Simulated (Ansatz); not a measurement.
**CH₃ClO₃W: up Jacob's ladder to CCSD(T)**

One table from this session's results is given with a row withheld; the runs are named, their logs left out.

Computed with Ansatz 0.2.0, Gaussian basis. Level: functionals in def2-TZVPP, the program's frozen cores in correlated methods.

Levels to be run: LDA (SPW92), PBE-D4, revPBE-D4, BLYP-D4, r2SCAN-D4, B97M-V, PBE0-D4, B3LYP-D4, r2SCANh-D4, r2SCAN0-D4, HSE06-D4, BHLYP-D4, CAM-B3LYP-D4, LC-ωPBE, ωB97X-V, ωB97M-V, B2PLYP, PBE-QIDH; CCSD(T)/def2-SVP; CCSD(T)/def2-TZVPP; MP2/def2-QZVPP; extrapolation to the limit; RPA on PBE.

### The geometry

All runs share one geometry, relaxed beforehand with PBE0-D4 in a triple-zeta def2 set. W takes the def2 core potential; no spin-orbit term is included.

SMILES `C[O][W](=[O])(=[O])[Cl]`, 9 atoms, charge 0, spin multiplicity 1.

Atoms are counted from 1 here; the program's logs count them from 0.

Bond lengths: C1–O2 1.407 Å, C1–H7 1.091 Å, C1–H8 1.092 Å, C1–H9 1.092 Å, O2–W3 1.843 Å, W3–O4 1.701 Å, W3–O5 1.701 Å, W3–Cl6 2.272 Å. Angles: O2–C1–H7 108.2°, O2–C1–H8 110.0°, O2–C1–H9 109.9°, H7–C1–H8 109.4°, H7–C1–H9 109.4°, H8–C1–H9 109.8°, C1–O2–W3 146.2°, O2–W3–O4 109.3°, O2–W3–O5 109.3°, O2–W3–Cl6 111.3°, O4–W3–O5 106.8°, O4–W3–Cl6 110.0°, O5–W3–Cl6 110.0°.

Coordinates:

```xyz
9

C     0.1317   -1.2375    1.0637
O    -0.2417   -0.0060    0.4959
W    -0.1103    1.1102   -0.9641
O    -0.6412    0.2831   -2.3525
O     1.5238    1.5056   -1.2236
Cl   -1.3321    3.0034   -0.6707
H    -0.3422   -1.3192    2.0432
H    -0.2049   -2.0593    0.4277
H     1.2169   -1.2802    1.1804
```

The first run:

The input, in.yaml:

```yaml
crystal:
  periodic: [false, false, false]
  atoms:
    - {symbol: C, position_ang: [0.131665, -1.237515, 1.063711]}
    - {symbol: O, position_ang: [-0.241727, -0.006030, 0.495944]}
    - {symbol: W, position_ang: [-0.110255, 1.110226, -0.964138]}
    - {symbol: O, position_ang: [-0.641207, 0.283086, -2.352460]}
    - {symbol: O, position_ang: [1.523816, 1.505597, -1.223612]}
    - {symbol: Cl, position_ang: [-1.332138, 3.003405, -0.670716]}
    - {symbol: H, position_ang: [-0.342158, -1.319198, 2.043248]}
    - {symbol: H, position_ang: [-0.204864, -2.059330, 0.427672]}
    - {symbol: H, position_ang: [1.216869, -1.280242, 1.180351]}
basis:
  gaussian: {orbitals: def2-TZVPP}
hamiltonian: {xc: lda}
output: {orbitals: {seedname: orbitals}}
```

On the command line:

```
> ansatz run in.yaml --threads 4 --pin off --events-out ev --progress --plain --max-ram 11315MiB
```

Among the steps run: LDA; PBE-D4 (GGA); revPBE-D4 (GGA); BLYP-D4 (GGA); r2SCAN-D4 (meta-GGA); B97M-V (meta-GGA); PBE0-D4 (hybrid); B3LYP-D4 (hybrid); r2SCANh-D4 (hybrid); r2SCAN0-D4 (hybrid); HSE06-D4 (hybrid); BHLYP-D4 (hybrid); CAM-B3LYP-D4 (range-separated); LC-ωPBE (range-separated); ωB97X-V (range-separated); ωB97M-V (range-separated); B2PLYP (double hybrid); PBE-QIDH (double hybrid).

One table of the session follows, with a row left open; its other results are not shown here.

It belongs to the step «Orbital energies across the functionals». 

```
  functional  HOMO (eV)  LUMO (eV)  gap (eV)
 LDA (SPW92)      -7.67      -3.15      4.52
      PBE-D4      -7.45      -2.90      4.55
   revPBE-D4      -7.37      -2.80      4.57
     BLYP-D4      -7.33      -2.80      4.53
   r2SCAN-D4      -7.82      -2.83      5.00
      B97M-V      -7.90      -2.79      5.11
     PBE0-D4      -9.06      -2.17      6.89
    B3LYP-D4      -8.79      -2.39      6.40
  r2SCANh-D4      -8.42      -2.55      5.87
  r2SCAN0-D4          ?          ?         ?
    HSE06-D4      -8.65      -2.55      6.11
    BHLYP-D4     -10.58      -1.30      9.28
CAM-B3LYP-D4     -10.50      -1.12      9.38
     LC-ωPBE     -11.83       0.04     11.87
     ωB97X-V     -11.49      -0.04     11.45
     ωB97M-V     -11.42      -0.08     11.34
```

Q: Estimate the row for r2SCAN0-D4 from the others.

Worked estimate for «HOMO (eV)». Against the share of exact exchange, r2SCAN-D4 (0, -7.82), r2SCANh-D4 (0.1, -8.42) give a slope of -6.00 per unit share; at 0.25 the line stands at -9.32.

**Answer.** HOMO (eV): -9.33; LUMO (eV): -2.12; gap (eV): 7.21. In «HOMO (eV)» the line misses by +0.01.
